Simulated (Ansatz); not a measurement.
# CH3FO2Si: one molecule under many settings

Aim: run CH3FO2Si under a spread of inputs, and see what each costs and gives.

Program: Ansatz 0.2.0, Gaussian basis. Level of theory: the settings change from run to run. These are calculated values, not measurements.

## Step 1: The molecule

An earlier PBE0-D4 in a triple-zeta def2 set relaxation fixed the geometry.

8 atoms, charge 0, spin multiplicity 1.

Atoms are counted from 1 here; the program's logs count them from 0.

Bond lengths: O1–Si2 1.615 Å, O1–H6 0.959 Å, Si2–F3 1.574 Å, Si2–C4 1.783 Å, Si2–O5 1.624 Å, C4–O5 1.530 Å, C4–H7 1.088 Å, C4–H8 1.088 Å. Angles: Si2–O1–H6 117.3°, O1–Si2–F3 104.8°, O1–Si2–C4 129.1°, O1–Si2–O5 120.9°, F3–Si2–C4 121.8°, F3–Si2–O5 119.0°, C4–Si2–O5 53.1°, Si2–C4–O5 58.1°, Si2–C4–H7 123.7°, Si2–C4–H8 122.5°, O5–C4–H7 111.5°, O5–C4–H8 111.5°, H7–C4–H8 112.8°, Si2–O5–C4 68.8°.

## Step 2: B2PLYP/def2-TZVPD

This run has density fitting with cc-pVTZ-jkfit.

The input, in.yaml:

```yaml
crystal:
  periodic: [false, false, false]
  atoms:
    - {symbol: O, position_ang: [-0.166609, 1.155292, 1.523313]}
    - {symbol: Si, position_ang: [0.498506, 0.217800, 0.388455]}
    - {symbol: F, position_ang: [1.969621, -0.037527, 0.887845]}
    - {symbol: C, position_ang: [-0.296831, -0.865608, -0.782998]}
    - {symbol: O, position_ang: [0.240824, 0.507876, -1.188211]}
    - {symbol: H, position_ang: [-1.013019, 1.557954, 1.320281]}
    - {symbol: H, position_ang: [-1.374944, -0.926292, -0.912968]}
    - {symbol: H, position_ang: [0.234552, -1.666694, -1.291516]}
basis:
  gaussian: {orbitals: def2-TZVPD, fitting: {mean_field: cc-pVTZ-jkfit}}
hamiltonian: {xc: {name: B2PLYP}}
```

Launch:

```sh
$ ansatz run in.yaml --threads 2 --pin off --events-out ev --progress --plain --max-ram 4352MiB
```

The program printed:

```text
Functional definition: B2PLYP
  name "B2PLYP"
  cite "Grimme, J. Chem. Phys. 124, 034108 (2006) doi:10.1063/1.2148954"
  cite "Becke, Phys. Rev. A 38, 3098 (1988) doi:10.1103/PhysRevA.38.3098"
  cite "Lee, Yang & Parr, Phys. Rev. B 37, 785 (1988) doi:10.1103/PhysRevB.37.785"
  parameter a = 0.53
  parameter c = 0.27
  exchange = (1 - a)*b88_x + a*exact_x
  correlation = (1 - c)*lyp_c + c*(mp2_os + mp2_ss)
527 factors; integrals over basis functions are off by at most 8.4e-1 eV
mean field evaluation 1: about -15757.3583 eV, gradient 6.4e1 eV
mean field evaluation 2: about -15757.3583 eV, gradient 6.4e1 eV
mean field evaluation 4: about -15763.9622 eV, gradient 7.4e0 eV
mean field evaluation 8: about -15764.0603 eV, gradient 3.5e-2 eV
mean field evaluation 16: about -15764.0603 eV, gradient 1.7e-5 eV
mean field -15764.06028755 eV, -579.3185303035 hartree, gradient 6.5e-6 eV, S^2 0.000000; 0 other end points of the search recorded, 0 dependent functions left out
9 core orbitals not correlated: weight in the atoms' cores, before any rotation towards them, 1.000 or more for the frozen orbitals, at most 0.000 for the correlated occupied ones
reference -15764.06046674 eV, -579.3185368889 hartree; 15, 15 occupied and 203, 203 virtual orbitals, 527 factors
second order -32.65248805 eV of doubles, -0.00000000 eV of singles
Total energy: -15772.87663852 eV, -579.6425252257 hartree
```

Run time: 6 s. Hardware: 2 threads of Arm Neoverse V1, shared host.

## Step 3: B97/def2-mTZVP

Set apart from the defaults: atoms shaken by 0.08 Å, a grid of angular degree 11, high accuracy.

The input, in.yaml:

```yaml
crystal:
  periodic: [false, false, false]
  atoms:
    - {symbol: O, position_ang: [-0.266644, 1.128636, 1.559186]}
    - {symbol: Si, position_ang: [0.622421, 0.320706, 0.401192]}
    - {symbol: F, position_ang: [1.917945, -0.004213, 0.853980]}
    - {symbol: C, position_ang: [-0.350461, -0.786924, -0.749472]}
    - {symbol: O, position_ang: [0.203211, 0.482192, -1.188230]}
    - {symbol: H, position_ang: [-0.983394, 1.515465, 1.278666]}
    - {symbol: H, position_ang: [-1.250563, -1.008978, -0.846218]}
    - {symbol: H, position_ang: [0.143383, -1.732948, -1.372770]}
basis:
  gaussian: {orbitals: def2-mTZVP, final_grid: {core_spheres: 5, valence_spheres: 4, degree: 11}}
hamiltonian: {xc: {name: B97}}
accuracy: high
```

The command is unchanged.

The program printed (excerpt; [...] marks lines left out):

```text
Functional definition: B97
  name "B97"
  cite "Becke, J. Chem. Phys. 107, 8554 (1997) doi:10.1063/1.475007"
[...]
      + integral(e_c_pw_opposite_spin*poly(b97_u_opposite, cos0, cos1, cos2))
2281 factors; integrals over basis functions are off by at most 3.9e-9 eV
[...]
mean field -15773.70871574 eV, -579.6731034998 hartree, gradient 1.6e-8 eV, S^2 0.000000; 0 other end points of the search recorded, 0 dependent functions left out
reference -15773.70871886 eV, -579.6731036144 hartree; 24, 24 occupied and 93, 93 virtual orbitals, 2281 factors
Total energy: -15773.70871886 eV, -579.6731036144 hartree
```

Wall time 3.2 s (2 threads of Arm Neoverse V1, shared host); peak memory 0.4 GiB.

## Step 4: PBE0-DH/def2-SVP

Options: atoms shaken by 0.15 Å.

The input, in.yaml:

```yaml
crystal:
  periodic: [false, false, false]
  atoms:
    - {symbol: O, position_ang: [-0.521252, 1.233990, 1.569527]}
    - {symbol: Si, position_ang: [0.191301, 0.165346, 0.035649]}
    - {symbol: F, position_ang: [2.277291, -0.016769, 1.123205]}
    - {symbol: C, position_ang: [-0.168771, -0.858126, -0.677718]}
    - {symbol: O, position_ang: [0.179259, 0.467981, -1.123386]}
    - {symbol: H, position_ang: [-1.009602, 1.471579, 1.222473]}
    - {symbol: H, position_ang: [-1.471943, -1.196873, -0.995905]}
    - {symbol: H, position_ang: [0.122047, -1.692047, -1.348232]}
basis:
  gaussian: {orbitals: def2-SVP}
hamiltonian: {xc: {name: PBE0-DH}}
```

Same command.

The program printed (excerpt; [...] marks lines left out):

```text
Functional definition: PBE0-DH
  name "PBE0-DH"
  cite "Brémond & Adamo, J. Chem. Phys. 135, 024106 (2011) doi:10.1063/1.3604569"
  cite "Perdew, Burke & Ernzerhof, Phys. Rev. Lett. 77, 3865 (1996) doi:10.1103/PhysRevLett.77.3865"
[...]
852 factors; integrals over basis functions are off by at most 9.9e-4 eV
[...]
mean field -15724.36787546 eV, -577.8598610640 hartree, gradient 9.1e-6 eV, S^2 0.000000; 0 other end points of the search recorded, 0 dependent functions left out
9 core orbitals not correlated: weight in the atoms' cores, before any rotation towards them, 0.999 or more for the frozen orbitals, at most 0.001 for the correlated occupied ones
reference -15724.36788944 eV, -577.8598615777 hartree; 15, 15 occupied and 65, 65 virtual orbitals, 852 factors
second order -26.12409053 eV of doubles, -0.00000000 eV of singles
Total energy: -15727.63340076 eV, -577.9798669052 hartree
```

Wall time 2.1 s (2 threads of Arm Neoverse V1, shared host).

## Step 5: r2SCAN/aug-cc-pVTZ

Set apart from the defaults: unrestricted orbitals.

The input, in.yaml:

```yaml
crystal:
  periodic: [false, false, false]
  atoms:
    - {symbol: O, position_ang: [-0.166609, 1.155292, 1.523313]}
    - {symbol: Si, position_ang: [0.498506, 0.217800, 0.388455]}
    - {symbol: F, position_ang: [1.969621, -0.037527, 0.887845]}
    - {symbol: C, position_ang: [-0.296831, -0.865608, -0.782998]}
    - {symbol: O, position_ang: [0.240824, 0.507876, -1.188211]}
    - {symbol: H, position_ang: [-1.013019, 1.557954, 1.320281]}
    - {symbol: H, position_ang: [-1.374944, -0.926292, -0.912968]}
    - {symbol: H, position_ang: [0.234552, -1.666694, -1.291516]}
basis:
  gaussian: {orbitals: aug-cc-pVTZ}
magnetization: {spin_polarized: true, initial_magnetization: 0}
hamiltonian: {xc: {name: r2SCAN}}
output: {forces: true}
```

The command is unchanged.

The program printed (excerpt; [...] marks lines left out):

```text
Functional definition: r2SCAN
  name "r2SCAN"
  cite "Furness, Kaplan, Ning, Perdew & Sun, J. Phys. Chem. Lett. 11, 8208 (2020) doi:10.1021/acs.jpclett.0c02405"
  cite "Furness, Kaplan, Ning, Perdew & Sun, J. Phys. Chem. Lett. 11, 9248 (2020) doi:10.1021/acs.jpclett.0c03077"
  parent r2scan
[...]
1367 factors; their error is unknown
[...]
mean field -15776.33847404 eV, -579.7697453347 hartree, gradient 2.4e-5 eV, S^2 0.000000; 0 other end points of the search recorded, 0 dependent functions left out
[...]
reference -15776.33849701 eV, -579.7697461788 hartree; 24, 24 occupied and 279, 279 virtual orbitals, 1367 factors
Total energy: -15776.33849701 eV, -579.7697461788 hartree
Atom 0 at    -0.166609     1.155292     1.523313 Å, force    -0.067677     0.196626     0.255749 eV/Å
Atom 1 at     0.498506     0.217800     0.388455 Å, force    -0.138415    -0.169927     0.131295 eV/Å
Atom 2 at     1.969621    -0.037527     0.887845 Å, force     0.368232    -0.043097     0.124484 eV/Å
Atom 3 at    -0.296831    -0.865608    -0.782998 Å, force    -0.190313    -0.443751     0.036764 eV/Å
Atom 4 at     0.240824     0.507876    -1.188211 Å, force     0.071381     0.408836    -0.513609 eV/Å
Atom 5 at    -1.013019     1.557954     1.320281 Å, force    -0.052481     0.021404    -0.006716 eV/Å
Atom 6 at    -1.374944    -0.926292    -0.912968 Å, force     0.018077     0.011278    -0.016265 eV/Å
Atom 7 at     0.234552    -1.666694    -1.291516 Å, force    -0.008804     0.018631    -0.011702 eV/Å
Dipole moment:    -0.465778    -0.080279     0.104409 e Å
```

Wall time 21 s (2 threads of Arm Neoverse V1, shared host); peak memory 0.6 GiB.

Largest force 0.660 eV/Å, dipole 2.32 D, ⟨S²⟩ 0.000.

## Step 6: LC-wPBE/6-31++G**

Options: atoms shaken by 0.03 Å.

The input, in.yaml:

```yaml
crystal:
  periodic: [false, false, false]
  atoms:
    - {symbol: O, position_ang: [-0.127581, 1.175427, 1.560671]}
    - {symbol: Si, position_ang: [0.527930, 0.227517, 0.359069]}
    - {symbol: F, position_ang: [2.007604, -0.046637, 0.859324]}
    - {symbol: C, position_ang: [-0.325759, -0.875070, -0.796842]}
    - {symbol: O, position_ang: [0.271173, 0.576621, -1.150977]}
    - {symbol: H, position_ang: [-1.009842, 1.562694, 1.316453]}
    - {symbol: H, position_ang: [-1.375791, -0.917823, -0.846289]}
    - {symbol: H, position_ang: [0.223187, -1.593769, -1.292518]}
basis:
  gaussian: {orbitals: "6-31++G**"}
hamiltonian: {xc: {name: LC-wPBE}}
```

The command is unchanged.

The program printed (excerpt; [...] marks lines left out):

```text
Functional definition: LC-wPBE
  name "LC-wPBE"
  cite "Vydrov & Scuseria, J. Chem. Phys. 125, 234109 (2006) doi:10.1063/1.2409292"
  cite "Heyd & Scuseria, J. Chem. Phys. 120, 7274 (2004) doi:10.1063/1.1668634"
  cite "Ernzerhof & Perdew, J. Chem. Phys. 109, 3313 (1998) doi:10.1063/1.476928"
  cite "Perdew, Burke & Ernzerhof, Phys. Rev. Lett. 77, 3865 (1996) doi:10.1103/PhysRevLett.77.3865"
  parent pbe
[...]
1071 factors; their error is unknown
404 factors; integrals over basis functions are off by at most 3.2e-5 eV
[...]
mean field -15769.29777926 eV, -579.5110045739 hartree, gradient 3.4e-5 eV, S^2 0.000000; 0 other end points of the search recorded, 0 dependent functions left out
reference -15769.29777927 eV, -579.5110045743 hartree; 24, 24 occupied and 93, 93 virtual orbitals, 1071 factors
Total energy: -15769.29777927 eV, -579.5110045743 hartree
```

Wall time 2.1 s (2 threads of Arm Neoverse V1, shared host).

## Step 7: B2GP-PLYP/def2-mTZVPP

Options: high accuracy, the search for lower states set to full.

The input, in.yaml:

```yaml
crystal:
  periodic: [false, false, false]
  atoms:
    - {symbol: O, position_ang: [-0.166609, 1.155292, 1.523313]}
    - {symbol: Si, position_ang: [0.498506, 0.217800, 0.388455]}
    - {symbol: F, position_ang: [1.969621, -0.037527, 0.887845]}
    - {symbol: C, position_ang: [-0.296831, -0.865608, -0.782998]}
    - {symbol: O, position_ang: [0.240824, 0.507876, -1.188211]}
    - {symbol: H, position_ang: [-1.013019, 1.557954, 1.320281]}
    - {symbol: H, position_ang: [-1.374944, -0.926292, -0.912968]}
    - {symbol: H, position_ang: [0.234552, -1.666694, -1.291516]}
basis:
  gaussian: {orbitals: def2-mTZVPP}
hamiltonian: {xc: {name: B2GP-PLYP}}
accuracy: high
scf: {lower_state_search: full}
output: {forces: true}
```

The command is unchanged.

The program printed (excerpt; [...] marks lines left out):

```text
Functional definition: B2GP-PLYP
  name "B2GP-PLYP"
  cite "Karton, Tarnopolsky, Lamère, Schatz & Martin, J. Phys. Chem. A 112, 12868 (2008) doi:10.1021/jp801805p"
  cite "Becke, Phys. Rev. A 38, 3098 (1988) doi:10.1103/PhysRevA.38.3098"
  cite "Lee, Yang & Parr, Phys. Rev. B 37, 785 (1988) doi:10.1103/PhysRevB.37.785"
[...]
2648 factors; integrals over basis functions are off by at most 4.0e-9 eV
[...]
mean field -15758.56920943 eV, -579.1167369047 hartree, gradient 4.2e-8 eV, S^2 0.000000; 0 other end points of the search recorded, 0 dependent functions left out
9 core orbitals not correlated: weight in the atoms' cores, before any rotation towards them, 1.000 or more for the frozen orbitals, at most 0.000 for the correlated occupied ones
reference -15758.56922719 eV, -579.1167375575 hartree; 15, 15 occupied and 109, 109 virtual orbitals, 2648 factors
second order -27.09487170 eV of doubles, -0.00000000 eV of singles
[...]
Total energy: -15768.32338101 eV, -579.4751960985 hartree
Atom 0 at    -0.166609     1.155292     1.523313 Å, force    -0.063389     0.120088     0.206411 eV/Å
Atom 1 at     0.498506     0.217800     0.388455 Å, force    -0.000546    -0.029218     0.065958 eV/Å
Atom 2 at     1.969621    -0.037527     0.887845 Å, force     0.246379    -0.051747     0.100256 eV/Å
Atom 3 at    -0.296831    -0.865608    -0.782998 Å, force    -0.278815    -0.602661    -0.064566 eV/Å
Atom 4 at     0.240824     0.507876    -1.188211 Å, force     0.078347     0.376109    -0.373782 eV/Å
Atom 5 at    -1.013019     1.557954     1.320281 Å, force    -0.060743     0.045826     0.008544 eV/Å
Atom 6 at    -1.374944    -0.926292    -0.912968 Å, force     0.148281     0.023207     0.005261 eV/Å
Atom 7 at     0.234552    -1.666694    -1.291516 Å, force    -0.069514     0.118397     0.051917 eV/Å
Dipole moment:    -0.484659    -0.105178     0.115624 e Å
```

Wall time 28 s (2 threads of Arm Neoverse V1, shared host); peak memory 0.65 GiB.

Largest force 0.667 eV/Å, dipole 2.45 D.

## Step 8: B2GP-PLYP/6-31G*

Options: charge +1, multiplicity 2, a point charge of -1.00 e beside it.

in.yaml: that of step 7 with these lines changed.

```diff
@@ -12,6 +12,6 @@
 basis:
-  gaussian: {orbitals: def2-mTZVPP}
+  gaussian: {orbitals: "6-31G*", point_charges: [{charge: -1.00, position_ang: [6.592, -0.032, 0.597]}]}
+total_charge: 1
+magnetization: {spin_polarized: true, initial_magnetization: 1}
 hamiltonian: {xc: {name: B2GP-PLYP}}
-accuracy: high
-scf: {lower_state_search: full}
 output: {forces: true}
```

Launched as before.

The program printed (excerpt; [...] marks lines left out):

```text
Functional definition: B2GP-PLYP
  name "B2GP-PLYP"
  cite "Karton, Tarnopolsky, Lamère, Schatz & Martin, J. Phys. Chem. A 112, 12868 (2008) doi:10.1021/jp801805p"
  cite "Becke, Phys. Rev. A 38, 3098 (1988) doi:10.1103/PhysRevA.38.3098"
  cite "Lee, Yang & Parr, Phys. Rev. B 37, 785 (1988) doi:10.1103/PhysRevB.37.785"
[...]
781 factors; integrals over basis functions are off by at most 7.4e-4 eV
[...]
mean field -15746.14292089 eV, -578.6600792238 hartree, gradient 2.3e-6 eV, S^2 0.764009; 2 other end points of the search recorded, 0 dependent functions left out
9 core orbitals not correlated: weight in the atoms' cores, before any rotation towards them, 1.000 or more for the frozen orbitals, at most 0.000 for the correlated occupied ones
reference -15746.14301683 eV, -578.6600827495 hartree; 15, 14 occupied and 61, 62 virtual orbitals, 781 factors
second order -22.91086677 eV of doubles, -0.00000000 eV of singles
[...]
Total energy: -15754.39092887 eV, -578.9631879262 hartree
Atom 0 at    -0.166609     1.155292     1.523313 Å, force    -0.010118    -1.081143    -0.751149 eV/Å
Atom 1 at     0.498506     0.217800     0.388455 Å, force     4.352149     4.052809     5.173871 eV/Å
Atom 2 at     1.969621    -0.037527     0.887845 Å, force    -0.990472    -0.556744    -0.571201 eV/Å
Atom 3 at    -0.296831    -0.865608    -0.782998 Å, force    -1.463278    -0.063518    -5.335287 eV/Å
Atom 4 at     0.240824     0.507876    -1.188211 Å, force    -1.391485    -2.635063     0.044379 eV/Å
Atom 5 at    -1.013019     1.557954     1.320281 Å, force    -0.622554     0.464156     0.162011 eV/Å
Atom 6 at    -1.374944    -0.926292    -0.912968 Å, force    -0.151056     0.083772     0.658668 eV/Å
Atom 7 at     0.234552    -1.666694    -1.291516 Å, force     0.564163    -0.253482     0.656192 eV/Å
Dipole moment:    -0.802757    -0.494245    -0.402520 e Å
```

Run time: 11 s. Hardware: 2 threads of Arm Neoverse V1, shared host.

Largest force 7.883 eV/Å, ⟨S²⟩ 0.764.

## Step 9: BCCD(T)/6-31G*

This run has charge +1, multiplicity 2, restricted open-shell orbitals.

in.yaml: that of step 8 with these lines changed.

```diff
@@ -12,6 +12,6 @@
 basis:
-  gaussian: {orbitals: "6-31G*", point_charges: [{charge: -1.00, position_ang: [6.592, -0.032, 0.597]}]}
+  gaussian: {orbitals: "6-31G*"}
 total_charge: 1
-magnetization: {spin_polarized: true, initial_magnetization: 1}
-hamiltonian: {xc: {name: B2GP-PLYP}}
-output: {forces: true}
+magnetization: {spin_polarized: false, initial_magnetization: 1}
+hamiltonian: {xc: {name: HF}}
+correlation: {method: bccd_t}
```

Same command.

The program printed (excerpt; [...] marks lines left out):

```text
Functional definition: HF
  name "HF"
  cite "Fock, Z. Phys. 61, 126 (1930) doi:10.1007/BF01340294"
  parent pbe
[...]
781 factors; integrals over basis functions are off by at most 7.4e-4 eV
[...]
mean field -15712.22257712 eV, -577.4135295821 hartree, gradient 5.4e-6 eV, S^2 0.750000; 7 other end points of the search recorded, 0 dependent functions left out
[...]
determinant -15712.22257712 eV, -577.4135295821 hartree, with singles and doubles -15732.64072309 eV, -578.1638826067 hartree
determinant -15712.14033542 eV, -577.4105072556 hartree, with singles and doubles -15731.95331791 eV, -578.1386209322 hartree
determinant -15712.06303311 eV, -577.4076664481 hartree, with singles and doubles -15732.42358819 eV, -578.1559030462 hartree
determinant -15712.22257712 eV, -577.4135295821 hartree, with singles and doubles -15732.64900889 eV, -578.1641871042 hartree
determinant -15712.06303311 eV, -577.4076664481 hartree, with singles and doubles -15732.63794611 eV, -578.1637805545 hartree
9 core orbitals not correlated: weight in the atoms' cores, before any rotation towards them, 1.000 or more for the frozen orbitals, at most 0.000 for the correlated occupied ones
reference -15712.22257712 eV, -577.4135295821 hartree; 15, 14 occupied and 61, 62 virtual orbitals, 781 factors
second order -19.81788557 eV of doubles, -0.12512173 eV of singles
cycle   1  -20.35175368 eV  change    7.5e-2 eV  update   2.1e-2
[...]
cycle   9  -20.35788930 eV  change   -2.9e-6 eV  update   3.5e-5
perturbative correction -0.63284815 eV, -0.0232567407 hartree
Total energy: -15733.21331458 eV, -578.1849249557 hartree
```

It took 52 s on 2 threads of Arm Neoverse V1, shared host; peak memory 0.72 GiB.

## Step 10: revPBE/6-31G*

Set apart from the defaults: a grid of angular degree 23, the search for lower states set to light.

in.yaml: that of step 9 with these lines changed.

```diff
@@ -12,6 +12,4 @@
 basis:
-  gaussian: {orbitals: "6-31G*"}
-total_charge: 1
-magnetization: {spin_polarized: false, initial_magnetization: 1}
-hamiltonian: {xc: {name: HF}}
-correlation: {method: bccd_t}
+  gaussian: {orbitals: "6-31G*", final_grid: {core_spheres: 8, valence_spheres: 7, degree: 23}}
+hamiltonian: {xc: {name: revPBE}}
+scf: {lower_state_search: light}
```

Same command.

The program printed:

```text
Functional definition: revPBE
  name "revPBE"
  cite "Zhang & Yang, Phys. Rev. Lett. 80, 890 (1998) doi:10.1103/PhysRevLett.80.890"
  cite "Perdew, Burke & Ernzerhof, Phys. Rev. Lett. 77, 3865 (1996) doi:10.1103/PhysRevLett.77.3865"
  parameter kappa = 1.245
  parameter beta = 0.06672455060314922
  exchange = pbe_x(kappa = kappa, mu = beta*pi^2/3)
  correlation = pbe_c(beta = beta)
899 factors; their error is unknown
mean field evaluation 1: about -15761.4145 eV, gradient 7.5e1 eV
mean field evaluation 2: about -15736.7412 eV, gradient 1.3e2 eV
mean field evaluation 4: about -15771.4165 eV, gradient 8.3e0 eV
mean field evaluation 8: about -15771.5368 eV, gradient 2.4e-1 eV
mean field evaluation 16: about -15771.4675 eV, gradient 8.9e-5 eV
mean field -15771.46753880 eV, -579.5907417661 hartree, gradient 8.9e-5 eV, S^2 0.000000; 0 other end points of the search recorded, 0 dependent functions left out
reference -15771.46757549 eV, -579.5907431147 hartree; 24, 24 occupied and 61, 61 virtual orbitals, 899 factors
Total energy: -15771.46757549 eV, -579.5907431147 hartree
```

Run time: 0.65 s. Hardware: 2 threads of Arm Neoverse V1, shared host.

## Step 11: The runs in one table

```tsv
level	charge	multiplicity	geometry	functions	energy (eV)	time
B2PLYP/def2-TZVPD	0	1	relaxed	227	-15772.877	6 s
B97/def2-mTZVP	0	1	shaken	117	-15773.709	3.2 s
PBE0-DH/def2-SVP	0	1	shaken	89	-15727.633	2.1 s
r2SCAN/aug-cc-pVTZ	0	1	relaxed	303	-15776.338	21 s
LC-wPBE/6-31++G**	0	1	shaken	117	-15769.298	2.1 s
B2GP-PLYP/def2-mTZVPP	0	1	relaxed	133	-15768.323	28 s
B2GP-PLYP/6-31G*	1	2	relaxed, point charge	85	-15754.391	11 s
BCCD(T)/6-31G*	1	2	relaxed	85	-15733.213	52 s
revPBE/6-31G*	0	1	relaxed	85	-15771.468	0.65 s
```

## Step 12: Summary of results

```
                                         quantity                  value
                                             runs                      9
                                         quickest  revPBE/6-31G*, 0.65 s
                                          slowest   BCCD(T)/6-31G*, 52 s
spread of total energies, same state and geometry                 8.0 eV
                  dipole, same state and geometry         2.32 to 2.45 D
```

BCCD(T)/6-31G* took 79 times as long as revPBE/6-31G*. The jobs differ in tasks and options as well as level. The totals spread over 8 eV; they can't be compared across methods or bases. At the PBE0-D4/def2-TZVP geometry and in the same state, runs without warnings or point charges leave forces up to 0.67 eV/Å (B2GP-PLYP/def2-mTZVPP).
